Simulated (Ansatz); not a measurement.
# CHBOS (SMILES S=C1BO1): functionals against CCSD(T) at one geometry

The atoms stand at a frame of a short trajectory. How far do the functionals agree with CCSD(T) there?

Method: single points in def2-TZVPP; program: Ansatz 0.2.0, Gaussian basis.

Correlated methods freeze the cores.

### 1 The starting structure

SMILES `S=C1BO1`, 5 atoms, charge 0, spin multiplicity 1.

Atoms are counted from 1 here; the program's logs count them from 0.

Bond lengths: S1–C2 1.590 Å, C2–B3 1.468 Å, C2–O4 1.428 Å, B3–O4 1.381 Å, B3–H5 1.246 Å. Angles: S1–C2–B3 171.3°, S1–C2–O4 131.5°, B3–C2–O4 56.9°, C2–B3–O4 60.1°, C2–B3–H5 152.6°, O4–B3–H5 146.0°, C2–O4–B3 63.0°.

As a file:

```xyz
5

S    -2.14972   -0.66180    0.16586
C    -0.64388   -0.17549    0.01599
B     0.66281    0.47951   -0.11550
O     0.59476   -0.86848    0.17725
H     1.39621    1.42752   -0.45685
```

### 2 PBE-D4/def2-TZVPP

run/in.yaml reads:

```yaml
crystal:
  periodic: [false, false, false]
  atoms:
    - {symbol: S, position_ang: [-2.149719, -0.661797, 0.165860]}
    - {symbol: C, position_ang: [-0.643877, -0.175488, 0.015990]}
    - {symbol: B, position_ang: [0.662814, 0.479513, -0.115495]}
    - {symbol: O, position_ang: [0.594757, -0.868476, 0.177248]}
    - {symbol: H, position_ang: [1.396207, 1.427519, -0.456847]}
basis:
  gaussian: {orbitals: def2-TZVPP}
hamiltonian: {xc: pbe, dispersion: d4}
output: {forces: true}
```

The run is started by

```
> ansatz run in.yaml --threads 2 --pin off --events-out ev --progress --plain --max-ram 3481MiB
```

Standard output:

```text
Functional definition: PBE
  name "PBE"
  cite "Perdew, Burke & Ernzerhof, Phys. Rev. Lett. 77, 3865 (1996) doi:10.1103/PhysRevLett.77.3865"
  parent pbe
  parameter kappa = 0.804
  parameter beta = 0.06672455060314922
  exchange = pbe_x(kappa = kappa, mu = beta*pi^2/3)
  correlation = pbe_c(beta = beta)
843 factors; their error is unknown
mean field evaluation 1: about -14593.4837 eV, gradient 6.8e1 eV
mean field evaluation 2: about -14536.6179 eV, gradient 1.6e2 eV
mean field evaluation 4: about -14601.4912 eV, gradient 3.3e1 eV
mean field evaluation 8: about -14603.5333 eV, gradient 1.1e-1 eV
mean field evaluation 16: about -14603.5221 eV, gradient 7.6e-3 eV
mean field -14603.52210305 eV, -536.6695386643 hartree, gradient 1.2e-5 eV, S^2 0.000000; 0 other end points of the search recorded, 0 dependent functions left out
the calculation of the forces begins
reference -14603.52213841 eV, -536.6695399636 hartree; 18, 18 occupied and 131, 131 virtual orbitals, 843 factors
Total energy: -14603.61927111 eV, -536.6731095246 hartree
Atom 0 at    -2.149719    -0.661797     0.165860 Å, force    -0.325159    -0.115592    -0.045353 eV/Å
Atom 1 at    -0.643877    -0.175488     0.015990 Å, force    -0.996036     0.220132     0.250176 eV/Å
Atom 2 at     0.662814     0.479513    -0.115495 Å, force     0.565674     1.269790    -0.865356 eV/Å
Atom 3 at     0.594757    -0.868476     0.177248 Å, force     1.107996    -0.207449     0.078431 eV/Å
Atom 4 at     1.396207     1.427519    -0.456847 Å, force    -0.352474    -1.166882     0.582103 eV/Å
Dipole moment:     0.345343     0.284557    -0.051492 e Å
```

It took 6.5 s on 2 threads of Intel Xeon at 2.50GHz, shared host; peak memory 0.15 GiB.

### 3 r2SCAN-D4/def2-TZVPP

Changes to run/in.yaml since step 2:

```diff
@@ -10,3 +10,3 @@
   gaussian: {orbitals: def2-TZVPP}
-hamiltonian: {xc: pbe, dispersion: d4}
+hamiltonian: {xc: r2scan, dispersion: d4}
 output: {forces: true}
```

The run is started by

```
> ansatz run in.yaml --threads 2 --pin off --events-out ev --progress --plain --max-ram 3481MiB
```

Standard output (excerpt; [...] marks lines left out):

```text
Functional definition: r2SCAN
  name "r2SCAN"
  cite "Furness, Kaplan, Ning, Perdew & Sun, J. Phys. Chem. Lett. 11, 8208 (2020) doi:10.1021/acs.jpclett.0c02405"
  cite "Furness, Kaplan, Ning, Perdew & Sun, J. Phys. Chem. Lett. 11, 9248 (2020) doi:10.1021/acs.jpclett.0c03077"
  parent r2scan
[...]
843 factors; their error is unknown
[...]
mean field -14609.72766035 eV, -536.8975886887 hartree, gradient 6.1e-5 eV, S^2 0.000000; 0 other end points of the search recorded, 0 dependent functions left out
[...]
reference -14609.72767086 eV, -536.8975890749 hartree; 18, 18 occupied and 131, 131 virtual orbitals, 843 factors
Total energy: -14609.74932985 eV, -536.8983850282 hartree
Atom 0 at    -2.149719    -0.661797     0.165860 Å, force     0.045187    -0.027828    -0.077354 eV/Å
Atom 1 at    -0.643877    -0.175488     0.015990 Å, force    -0.916736     0.061617     0.310224 eV/Å
Atom 2 at     0.662814     0.479513    -0.115495 Å, force     0.502029     1.039249    -0.859186 eV/Å
Atom 3 at     0.594757    -0.868476     0.177248 Å, force     0.826285     0.260453    -0.023026 eV/Å
Atom 4 at     1.396207     1.427519    -0.456847 Å, force    -0.456764    -1.333491     0.649342 eV/Å
Dipole moment:     0.374940     0.309728    -0.056437 e Å
```

Run time: 12 s. Hardware: 2 threads of Intel Xeon at 2.50GHz, shared host; peak memory 0.17 GiB.

### 4 PBE0-D4/def2-TZVPP

Changes to run/in.yaml since step 3:

```diff
@@ -10,3 +10,3 @@
   gaussian: {orbitals: def2-TZVPP}
-hamiltonian: {xc: r2scan, dispersion: d4}
-output: {forces: true}
+hamiltonian: {xc: pbe0, dispersion: d4}
+output: {forces: true, orbitals: {seedname: orbitals}}
```

The run is started by

```
> ansatz run in.yaml --threads 2 --pin off --events-out ev --progress --plain --max-ram 3481MiB
```

Standard output (excerpt; [...] marks lines left out):

```text
Functional definition: PBE0
  name "PBE0"
  cite "Adamo & Barone, J. Chem. Phys. 110, 6158 (1999) doi:10.1063/1.478522"
[... 2 set-up lines as earlier in the session ...]
[...]
874 factors; their error is unknown
[...]
mean field -14604.24942957 eV, -536.6962674210 hartree, gradient 4.3e-5 eV, S^2 0.000000; 0 other end points of the search recorded, 0 dependent functions left out
[...]
reference -14604.24945611 eV, -536.6962683961 hartree; 18, 18 occupied and 131, 131 virtual orbitals, 874 factors
Total energy: -14604.33035032 eV, -536.6992412036 hartree
Atom 0 at    -2.149719    -0.661797     0.165860 Å, force     0.250427     0.063509    -0.102502 eV/Å
Atom 1 at    -0.643877    -0.175488     0.015990 Å, force    -0.695372    -0.362985     0.409222 eV/Å
Atom 2 at     0.662814     0.479513    -0.115495 Å, force     0.577689     0.749210    -0.794732 eV/Å
Atom 3 at     0.594757    -0.868476     0.177248 Å, force     0.335328     0.863378    -0.156592 eV/Å
Atom 4 at     1.396207     1.427519    -0.456847 Å, force    -0.468072    -1.313112     0.644605 eV/Å
Dipole moment:     0.370379     0.324355    -0.059674 e Å
```

Wall time 8.6 s (2 threads of Intel Xeon at 2.50GHz, shared host); peak memory 0.27 GiB.

### 5 wB97M-V/def2-TZVPP

Changes to run/in.yaml since step 4:

```diff
@@ -10,3 +10,3 @@
   gaussian: {orbitals: def2-TZVPP}
-hamiltonian: {xc: pbe0, dispersion: d4}
-output: {forces: true, orbitals: {seedname: orbitals}}
+hamiltonian: {xc: {name: wB97M-V}}
+output: {forces: true}
```

The run is started by

```
> ansatz run in.yaml --threads 2 --pin off --events-out ev --progress --plain --max-ram 3481MiB
```

Standard output (excerpt; [...] marks lines left out):

```text
Functional definition: wB97M-V
  name "wB97M-V"
  cite "Mardirossian & Head-Gordon, J. Chem. Phys. 144, 214110 (2016) doi:10.1063/1.4952647"
  cite "Becke, J. Chem. Phys. 107, 8554 (1997) doi:10.1063/1.475007"
  cite "Vydrov & Van Voorhis, J. Chem. Phys. 133, 244103 (2010) doi:10.1063/1.3521275"
  # Of w^i u^j: cxij and so on, Table III.
[...]
  gx(w, u) = 1 - cx + cx01*u + cx10*w
  gss(w, u) = css00 + css04*u^4 + css10*w + css20*w^2 + css43*w^4*u^3
  gos(w, u) = cos00 + cos10*w + (cos20 + cos21*u)*w^2 + (cos60 + cos61*u)*w^6
[...]
      + integral(e_c_pw_mod_opposite_spin*gos(b97_w_opposite, b97_u_opposite)) + vv10(b, c)
850 factors; their error is unknown
178 factors; integrals over basis functions are off by at most 1.4e-5 eV
[...]
mean field -14610.77305594 eV, -536.9360062682 hartree, gradient 6.3e-5 eV, S^2 0.000000; 0 other end points of the search recorded, 0 dependent functions left out
[...]
reference -14610.77309911 eV, -536.9360078547 hartree; 18, 18 occupied and 131, 131 virtual orbitals, 850 factors
Total energy: -14610.77309911 eV, -536.9360078547 hartree
Atom 0 at    -2.149719    -0.661797     0.165860 Å, force     0.318875     0.044579    -0.098321 eV/Å
Atom 1 at    -0.643877    -0.175488     0.015990 Å, force    -0.910096    -0.369417     0.405955 eV/Å
Atom 2 at     0.662814     0.479513    -0.115495 Å, force     0.833641     0.900043    -0.843342 eV/Å
Atom 3 at     0.594757    -0.868476     0.177248 Å, force     0.325666     0.849521    -0.150176 eV/Å
Atom 4 at     1.396207     1.427519    -0.456847 Å, force    -0.568086    -1.424725     0.685884 eV/Å
Dipole moment:     0.363430     0.333433    -0.061175 e Å
```

Run time: 22 s. Hardware: 2 threads of Intel Xeon at 2.50GHz, shared host; peak memory 0.34 GiB.

### 6 CCSD(T)/def2-TZVPP

Changes to run/in.yaml since step 5:

```diff
@@ -10,3 +10,3 @@
   gaussian: {orbitals: def2-TZVPP}
-hamiltonian: {xc: {name: wB97M-V}}
+correlation: {method: ccsd_t}
 output: {forces: true}
```

The run is started by

```
> ansatz run in.yaml --threads 2 --pin off --events-out ev --progress --plain --max-ram 3481MiB
```

Standard output (excerpt; [...] marks lines left out):

```text
Functional definition: HF
  name "HF"
  cite "Fock, Z. Phys. 61, 126 (1930) doi:10.1007/BF01340294"
[... 1 set-up line as earlier in the session ...]
[...]
914 factors; integrals over basis functions are off by at most 8.7e-4 eV
[...]
mean field -14572.87647174 eV, -535.5433324861 hartree, gradient 1.6e-6 eV, S^2 0.000000; 1 other end points of the search recorded, 0 dependent functions left out; unrestricted orbitals would lower it
8 core orbitals not correlated: weight in the atoms' cores, before any rotation towards them, 1.000 or more for the frozen orbitals, at most 0.000 for the correlated occupied ones
reference -14572.87647174 eV, -535.5433324861 hartree; 10, 10 occupied and 131, 131 virtual orbitals, 914 factors
second order -17.64030729 eV of doubles, -0.00000000 eV of singles
cycle   1  -17.33004802 eV  change    3.1e-1 eV  update   1.3e-1
[...]
cycle  14  -18.04586385 eV  change   -2.4e-6 eV  update   2.6e-6
perturbative correction -0.98687644 eV, -0.0362670402 hartree
[...]
working
working
working
working
Total energy: -14591.90921203 eV, -536.2427727908 hartree
Atom 0 at    -2.149719    -0.661797     0.165860 Å, force    -0.250887    -0.115938    -0.045143 eV/Å
Atom 1 at    -0.643877    -0.175488     0.015990 Å, force    -1.011372     0.034774     0.294349 eV/Å
Atom 2 at     0.662814     0.479513    -0.115495 Å, force     0.864707     1.299144    -0.917650 eV/Å
Atom 3 at     0.594757    -0.868476     0.177248 Å, force     0.892811     0.139246     0.007143 eV/Å
Atom 4 at     1.396207     1.427519    -0.456847 Å, force    -0.495259    -1.357226     0.661301 eV/Å
Dipole moment:     0.342360     0.317798    -0.057480 e Å
```

Wall time 5.1 min (2 threads of Intel Xeon at 2.50GHz, shared host); peak memory 1.6 GiB.

### 7 The levels compared

```
   method  RMS force component (eV/Å)  RMS error against CCSD(T) (eV/Å)  angle to CCSD(T) forces (°)  dipole (D)
   PBE-D4                       0.683                             0.157                         12.5        2.16
r2SCAN-D4                       0.642                             0.149                         10.6        2.35
  PBE0-D4                       0.613                             0.349                         28.8        2.38
  wB97M-V                       0.690                             0.323                         26.4        2.39
  CCSD(T)                       0.721                         reference                    reference        2.26
```

Energy less the free neutral atoms in their ground states at the same level (atoms from separate runs):

```
      method                    rung  energy less atoms (eV)  from CCSD(T) (eV)
      PBE-D4                     GGA                 -22.297             -2.146
   r2SCAN-D4                meta-GGA                 -21.401             -1.250
     PBE0-D4                  hybrid                 -21.285             -1.134
     wB97M-V  range-separated hybrid                 -21.170             -1.019
Hartree-Fock            wavefunction                 -13.635             +6.516
         MP2            wavefunction                 -21.267             -1.116
        CCSD            wavefunction                 -19.462             +0.689
     CCSD(T)            wavefunction                 -20.151                  0
```

Cost and force error (times from a shared host):

```
   method     time  RMS force error (eV/Å)
   PBE-D4    6.5 s                   0.157
r2SCAN-D4     12 s                   0.149
  PBE0-D4    8.6 s                   0.349
  wB97M-V     22 s                   0.323
  CCSD(T)  5.1 min                       0
```

### 8 What came out

| quantity | value |
| --- | --- |
| energy less free atoms, CCSD(T)/def2-TZVPP | -20.151 eV |
| RMS force component | 0.613 to 0.721 eV/Å over the methods |
| RMS force error | PBE-D4 0.157, r2SCAN-D4 0.149, PBE0-D4 0.349, wB97M-V 0.323 eV/Å |
| HOMO and LUMO, PBE0-D4 | -6.90 and -2.74 eV |
| T1 diagnostic | 0.020 |

What this shows: Against CCSD(T) the functionals' energies less atoms differ by -2.146 to -1.019 eV, PBE-D4 by -2.146 eV. A larger basis would deepen the CCSD(T) value, while the functionals are nearly converged already, so the order here is not reliable. For forces r2SCAN-D4 does best and PBE0-D4 worst. Frozen-core CCSD(T) forces in triple zeta carry basis errors of their own, and this is one geometry, so small gaps rank nothing. The restricted Hartree–Fock reference is unstable towards an unrestricted one at one or more of these structures.
